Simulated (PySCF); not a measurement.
# C4H5BCl2: the cost of one run

Programs: PySCF 2.14.0, with density-fitted response routines of our own. Each step states its level of theory. These are calculated values for one molecule in the gas phase, unless marked as measured. Atoms are numbered from 0 throughout.

## 1. Starting geometry

12 atoms, charge 0, multiplicity 1; geometry from: GFN2-xTB. The atoms were then displaced at random by about 0.01 Å, so the start is not that level's minimum.

Bonds of the start (Å): C0–C1 1.43, C1–C2 1.28, C2–C3 1.57, C3–B4 1.52, B4–Cl5 1.73, B4–Cl6 1.72, C3–C1 1.58, C0–H7 1.08, C0–H8 1.12, C0–H9 1.10, C2–H10 1.05, C3–H11 1.10.

## 2. Optimising the geometry at PBE0-D3(BJ)/def2-SVP

Job settings and geometry (Å):

```
{"job": {"xc": "PBE0", "basis": "def2-SVP", "d3": "d3bj", "grid": 1, "shake": 0.01, "kind": "geom"}, "charge": 0, "multiplicity": 1}
C     -1.785390     0.451470     0.183890
C     -0.641100    -0.393490     0.092800
C      0.001970    -1.456070    -0.209810
C      0.895710    -0.343720     0.451630
B      1.838660     0.501540    -0.383340
Cl     3.242710     1.209670     0.341220
Cl     1.548040     0.803840    -2.050310
H     -2.675230    -0.036120    -0.189030
H     -1.968270     0.793590     1.231160
H     -1.643130     1.369690    -0.409870
H      0.121370    -2.435030    -0.583550
H      1.104340    -0.493630     1.516180
```

Command:

```console
$ OMP_NUM_THREADS=1 python probes_run.py task.json out
```

One launch serves the whole session: the jobs run in the order shown.

Q: Estimate the wall time and peak memory of this first job on 1 thread of Arm Neoverse V2, shared host.

About 81 s, with a peak of 0.51 GiB.
